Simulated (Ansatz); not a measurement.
# H₂O with HBr: superposition error and deformation

One table from this session's results is given with a row withheld; the runs are named, their logs left out.

Computed with Ansatz 0.2.0, Gaussian basis. Level: PBE0-D4 structures, single points in def2-TZVPPD.

Levels: PBE-D4, revPBE-D4, BLYP-D4, r2SCAN-D4, B97M-V, PBE0-D4, B3LYP-D4, HSE06-D4, wB97X-V, wB97M-V, B2PLYP, Hartree-Fock, MP2, CCSD, CCSD(T).

Cores are frozen in the correlated methods. Filled d shells of the heavier atoms are correlated. B3LYP uses VWN-RPA correlation. B2PLYP carries no dispersion term here.

129 further runs of the same task are left out: 129 set aside as unsound or not needed.

## Starting geometry

The relaxed pair: 5 atoms, charge 0, spin multiplicity 1.

Atoms are counted from 1 here; the program's logs count them from 0.

Bond lengths: O1–H2 0.961 Å, O1–H3 0.961 Å, Br4–H5 1.448 Å. Angles: H2–O1–H3 105.9°.

As a file:

| atom | x (Å) | y (Å) | z (Å) |
| --- | --- | --- | --- |
| O1 | -0.31987 | -0.11560 | -0.83028 |
| H2 | -0.24462 | 0.74542 | -1.25047 |
| H3 | 0.32184 | -0.68004 | -1.26985 |
| Br4 | 0.27446 | 0.07609 | 2.38105 |
| H5 | -0.03172 | -0.02587 | 0.96955 |

Atoms 1 to 3 are fragment A (H₂O), the rest fragment B (HBr). From earlier runs, pair energy (eV) and counterpoise interaction (meV):

| method | E(pair) | interaction |
| --- | --- | --- |
| PBE-D4 | -72130.93365 | -255 |
| revPBE-D4 | -72137.19913 | -209 |
| BLYP-D4 | -72144.04340 | -209 |
| r2SCAN-D4 | -72142.18892 | -246 |
| B97M-V | -72130.38047 | -215 |
| PBE0-D4 | -72133.36023 | -244 |
| B3LYP-D4 | -72144.69409 | -217 |
| HSE06-D4 | -72133.37766 | -244 |
| wB97X-V | -72136.47618 | -206 |
| wB97M-V | -72138.83551 | -203 |
| B2PLYP | -72131.90068 | -187 |
| Hartree-Fock | -72084.82767 | -88 |
| MP2 | -72100.02400 | -199 |
| CCSD(T) | -72100.87948 | -168 |

First each fragment is run alone in its own basis, frozen in the shape it has in the pair (a, b).

Set-up of the first run:

Contents of a/in.yaml:

```yaml
crystal:
  periodic: [false, false, false]
  atoms:
    - {symbol: O, position_ang: [-0.319866, -0.115605, -0.830283]}
    - {symbol: H, position_ang: [-0.244616, 0.745420, -1.250469]}
    - {symbol: H, position_ang: [0.321839, -0.680036, -1.269849]}
basis:
  gaussian: {orbitals: "def2-TZVPPD.json"}
hamiltonian: {xc: pbe, dispersion: d4}
```

Contents of b/in.yaml:

```yaml
crystal:
  periodic: [false, false, false]
  atoms:
    - {symbol: Br, position_ang: [0.274464, 0.076095, 2.381053]}
    - {symbol: H, position_ang: [-0.031722, -0.025873, 0.969548]}
basis:
  gaussian: {orbitals: "def2-TZVPPD.json"}
hamiltonian: {xc: pbe, dispersion: d4}
```

The basis file named in the input lies beside it (Basis Set Exchange, JSON).

One command serves all of them, each in its own folder.

Started as:

```console
> ansatz run in.yaml --threads 2 --pin off --events-out ev --progress --plain --max-ram 5222MiB
```

Among the steps run: PBE-D4/def2-TZVPPD; r2SCAN-D4/def2-TZVPPD; PBE0-D4/def2-TZVPPD; B3LYP-D4/def2-TZVPPD; wB97X-V/def2-TZVPPD; wB97M-V/def2-TZVPPD; B2PLYP/def2-TZVPPD; BLYP-D4/def2-TZVPPD; revPBE-D4/def2-TZVPPD; B97M-V/def2-TZVPPD; HSE06-D4/def2-TZVPPD; CCSD(T)/def2-TZVPPD; Relaxing H₂O alone; Relaxing HBr alone.

One of the session's tables, all rows but one given; the rest of the session is left out.

| method | interaction with counterpoise (meV) |
| --- | --- |
| PBE-D4 | -255 |
| revPBE-D4 | -209 |
| BLYP-D4 | -209 |
| r2SCAN-D4 | -246 |
| B97M-V | -215 |
| PBE0-D4 | -244 |
| B3LYP-D4 | -217 |
| HSE06-D4 | -244 |
| wB97X-V | -206 |
| wB97M-V | -203 |
| B2PLYP | -187 |
| Hartree-Fock | -88 |
| MP2 | -199 |
| CCSD | ? |
| CCSD(T) | -168 |

**Question.** Estimate the row for CCSD.

**Answer.** interaction with counterpoise (meV): -150. In the column «interaction with counterpoise (meV)» it lies between CCSD(T) (-168) and Hartree-Fock (-88).
